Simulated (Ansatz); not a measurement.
# ZrS: the crystal squeezed far

One table from this session's results is given with a row withheld; the runs are named, their logs left out.

The COD entry's cell or inner coordinates are ideal or old and differ from later refinements, so a difference from it is no clean test against experiment.

Method: DFT PBEsol, with the methods named in each step, in Ansatz 0.2.0.

1 further run of the same task is left out (it didn't finish).

## Starting point

It takes space group Fm-3m (No. 225, cubic). The conventional cell has a = 5.250 Å, b = 5.250 Å, c = 5.250 Å, α = 90.00°, β = 90.00°, γ = 90.00°. Zr (site symmetry m-3m) has 6 S at 2.62 Å as nearest neighbours. S (site symmetry m-3m) has 6 Zr at 2.62 Å as nearest neighbours.

Coordinates:

```cif
data_structure
_symmetry_space_group_name_H-M 'Fm-3m'
_symmetry_Int_Tables_number 225
_cell_length_a 5.2500
_cell_length_b 5.2500
_cell_length_c 5.2500
_cell_angle_alpha 90.000
_cell_angle_beta 90.000
_cell_angle_gamma 90.000
_cell_volume 144.70
loop_
_atom_site_label
_atom_site_type_symbol
_atom_site_symmetry_multiplicity
_atom_site_Wyckoff_symbol
_atom_site_fract_x
_atom_site_fract_y
_atom_site_fract_z
_atom_site_occupancy
Zr1 Zr 4 a 0.00000 0.00000 0.00000 1
S1 S 4 b 0.50000 0.00000 0.00000 1
```

The file gives the conventional cell by its symmetry; the runs use the cell typed in the input.

Whether this phase is the stable one at these pressures isn't tested.

Atoms are numbered in the order of the input: Zr1, S2.

The first run:

The input, input.yaml:

```yaml
crystal:
  lattice:
    - [0.0, 2.625, 2.625]
    - [2.625, 0.0, 2.625]
    - [2.625, 2.625, 0.0]
  atoms:
    - { symbol: Zr, position: [0.0, 0.0, 0.0] }
    - { symbol: S, position: [0.5, 0.5, 0.5] }
kpoints:
  mp_grid: { grid: [9, 9, 9] }
  band_path:
    path:
      - [0.0, 0.0, 0.0]
      - [0.5, 0.0, 0.5]
      - [0.625, 0.25, 0.625]
      - [0.375, 0.375, 0.75]
      - [0.0, 0.0, 0.0]
      - [0.5, 0.5, 0.5]
      - [0.5, 0.25, 0.75]
      - [0.5, 0.0, 0.5]
    npoints: 14
scf:
  occupations: { method: fermi_dirac, width: 0.03 }
hamiltonian:
  xc: pbesol
  pseudopotentials: { kind: all_electron, lapw: { basis_error: 0.001 } }
output:
  forces: true
  stress: true
  eigenvalues: true
  populations: true
```

Command:

```
> ansatz run input.yaml --threads 1 --pin off --max-ram 2048MiB --backend cpu --events-out ev --progress --plain --runs-dir out
```

Among the steps run: The reference volume, LAPW; Volume scaled by 1, crystal datasets; Volume scaled by 0.7, LAPW; Volume scaled by 0.65, LAPW; Volume scaled by 0.6, LAPW; Volume scaled by 0.6, crystal datasets.

One of the session's tables, all rows but one given; the rest of the session is left out.

```
          method  volume over the first  volume (Å³/atom)  pressure (GPa)
            LAPW                      1            18.088           -6.48
            LAPW                    0.7            12.662           89.13
            LAPW                   0.65            11.757          129.19
            LAPW                    0.6            10.853          184.43
             PAW                      1            18.088           -6.52
             PAW                    0.7            12.662           89.05
             PAW                   0.65            11.757          129.13
             PAW                    0.6            10.853          184.37
crystal datasets                      1            18.088           -6.48
crystal datasets                    0.6                 ?               ?
```

Q: Estimate the row for crystal datasets, 0.6 from the others.

As computed: volume (Å³/atom): 10.853; pressure (GPa): 184.42.

Caveats from the session: Rows by PAW come from runs of the same series that aren't printed here. A fit over so wide a range leans to the high pressures, so B₀ can be off by several per cent. Warnings in the runs' records: stress scf threshold loose, gradients without spin orbit, crystal datasets made.
